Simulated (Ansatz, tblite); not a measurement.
**Hf2(OH)8 (Hf₂H₈O₈): a ladder of methods and basis sets**

How do method and basis change the picture of Hf2(OH)8 (Hf₂H₈O₈) (singlet)?

Method: as each input shows; program: Ansatz 0.2.0, Gaussian basis.

Plan: GFN1-xTB, GFN2-xTB, PBE-D4/def2-TZVP, r2SCAN-D4/def2-TZVP, ωB97M-V/def2-TZVP, BLYP-D4/def2-TZVP, CAM-B3LYP-D4/def2-TZVP, PBE-D4/def2-SVP, PBE0-D4/def2-SVP, RPA/def2-TZVP.

1 further run of the same task is left out (it didn't finish). Runs told in other sessions of the task aren't counted.

### Step 1. The structure

The geometry is that of the singlet, from an earlier relaxation (PBE-D4/def2-SVP).

18 atoms, charge 0, spin multiplicity 1.

Bond lengths: Hf1–O2 1.978 Å, Hf1–O3 1.955 Å, Hf1–O4 1.950 Å, Hf1–O5 2.191 Å, Hf1–O10 2.177 Å, O2–H11 0.969 Å, O3–H12 0.964 Å, O4–H13 0.967 Å, O5–Hf6 2.186 Å, O5–H14 0.972 Å, Hf6–O7 1.954 Å, Hf6–O8 1.977 Å, Hf6–O9 1.949 Å, Hf6–O10 2.183 Å, O7–H15 0.963 Å, O8–H16 0.969 Å, O9–H17 0.966 Å, O10–H18 0.974 Å. Angles: O2–Hf1–O3 99.2°, O2–Hf1–O4 109.5°, O2–Hf1–O5 135.8°, O2–Hf1–O10 84.3°, O3–Hf1–O4 105.8°, O3–Hf1–O5 89.2°, O3–Hf1–O10 146.6°, O4–Hf1–O5 109.7°, O4–Hf1–O10 104.2°, O5–Hf1–O10 66.9°, Hf1–O2–H11 134.0°, Hf1–O3–H12 168.9°, Hf1–O4–H13 145.7°, Hf1–O5–Hf6 112.8°, Hf1–O5–H14 123.7°, Hf6–O5–H14 123.3°, O5–Hf6–O7 89.0°, O5–Hf6–O8 133.6° and more.

As a file:

```xyz
18
H8Hf2O8
Hf   -0.6034    1.4766    0.8945
O     0.9361    2.5569    1.5071
O    -1.5627    2.8458   -0.1184
O    -1.7439    1.0472    2.4163
O    -0.9771    0.0561   -0.7311
Hf    0.4777   -1.5745   -0.7827
O     0.0204   -1.8795   -2.6577
O     2.4481   -1.6406   -0.9234
O    -0.1732   -3.1429    0.1732
O     0.8395   -0.1517    0.8330
H     1.1209    3.5076    1.5406
H    -1.8973    3.4997   -0.7421
H    -1.8640    1.1288    3.3720
H    -1.6799    0.1659   -1.3929
H    -0.1719   -1.9256   -3.6006
H     3.0621   -1.9400   -1.6109
H     0.0455   -3.9844    0.5953
H     1.7231   -0.0454    1.2278
```

Hf takes a core potential in the def2 sets. No spin-orbit coupling is included.

PBE0-D4/def2-TZVP was run before; its log isn't repeated, and its numbers join the tables.

### Step 2. GFN1-xTB

Tight binding, by tblite at 300 K electronic temperature and without a spin-polarisation term:

```python
tblite.interface.Calculator('GFN1-xTB', numbers, positions, charge=0, uhf=0).singlepoint()
```

Energy -1212.7530 eV, HOMO -12.12 eV, LUMO -7.58 eV; 0.028 s.

### Step 3. GFN2-xTB

Tight binding, by tblite at 300 K electronic temperature and without a spin-polarisation term:

```python
tblite.interface.Calculator('GFN2-xTB', numbers, positions, charge=0, uhf=0).singlepoint()
```

Energy -1084.9359 eV, HOMO -10.96 eV, LUMO -6.30 eV; 0.014 s.

### Step 4. PBE-D4/def2-TZVP

start.molden holds the orbitals of an earlier run on this state, given as this run's starting guess.

Contents of in.yaml:

```yaml
crystal:
  periodic: [false, false, false]
  atoms:
    - {symbol: Hf, position_ang: [-0.603440, 1.476636, 0.894471]}
    - {symbol: O, position_ang: [0.936133, 2.556856, 1.507127]}
    - {symbol: O, position_ang: [-1.562677, 2.845822, -0.118380]}
    - {symbol: O, position_ang: [-1.743921, 1.047180, 2.416253]}
    - {symbol: O, position_ang: [-0.977141, 0.056124, -0.731070]}
    - {symbol: Hf, position_ang: [0.477704, -1.574496, -0.782723]}
    - {symbol: O, position_ang: [0.020372, -1.879473, -2.657738]}
    - {symbol: O, position_ang: [2.448096, -1.640641, -0.923429]}
    - {symbol: O, position_ang: [-0.173215, -3.142919, 0.173244]}
    - {symbol: O, position_ang: [0.839520, -0.151715, 0.833008]}
    - {symbol: H, position_ang: [1.120892, 3.507597, 1.540559]}
    - {symbol: H, position_ang: [-1.897283, 3.499680, -0.742086]}
    - {symbol: H, position_ang: [-1.864023, 1.128763, 3.371977]}
    - {symbol: H, position_ang: [-1.679885, 0.165897, -1.392894]}
    - {symbol: H, position_ang: [-0.171929, -1.925558, -3.600576]}
    - {symbol: H, position_ang: [3.062145, -1.939970, -1.610890]}
    - {symbol: H, position_ang: [0.045538, -3.984361, 0.595313]}
    - {symbol: H, position_ang: [1.723117, -0.045431, 1.227835]}
basis:
  gaussian: {orbitals: def2-TZVP, initial_orbitals: start.molden}
hamiltonian: {xc: pbe, dispersion: d4}
scf: {omitted_lower_state_checks: [starts]}
output: {forces: true, orbitals: {seedname: orbitals}}
```

Command:

```bash
$ ansatz run in.yaml --threads 2 --pin off --events-out ev --progress --plain --max-ram 20480MiB --backend cuda --devices 0, --max-vram 18GiB
```

Further steps of the session: r2SCAN-D4/def2-TZVP; ωB97M-V/def2-TZVP; BLYP-D4/def2-TZVP; CAM-B3LYP-D4/def2-TZVP; PBE-D4/def2-SVP; PBE0-D4/def2-SVP; RPA/def2-TZVP.

Before running them: what should the planned runs give, taken together? Wanted: gap in def2-TZVP, named functionals, smallest and largest; binding an atom, functionals in def2-TZVP; PBE0 total energy, smallest basis above largest.

As calculated:

```
                                                 quantity                                  value
gap in def2-TZVP, named functionals, smallest and largest  5.59 eV (BLYP-D4), 11.71 eV (ωB97M-V)
                binding an atom, functionals in def2-TZVP     4.55 (PBE0-D4) to 4.71 eV (PBE-D4)
          PBE0 total energy, smallest basis above largest         20.39 eV (def2-SVP, def2-TZVP)
```

In words: Orbital gaps of the named functionals in def2-TZVP span 5.59 eV (BLYP-D4) to 11.71 eV (ωB97M-V); exact exchange widens it.
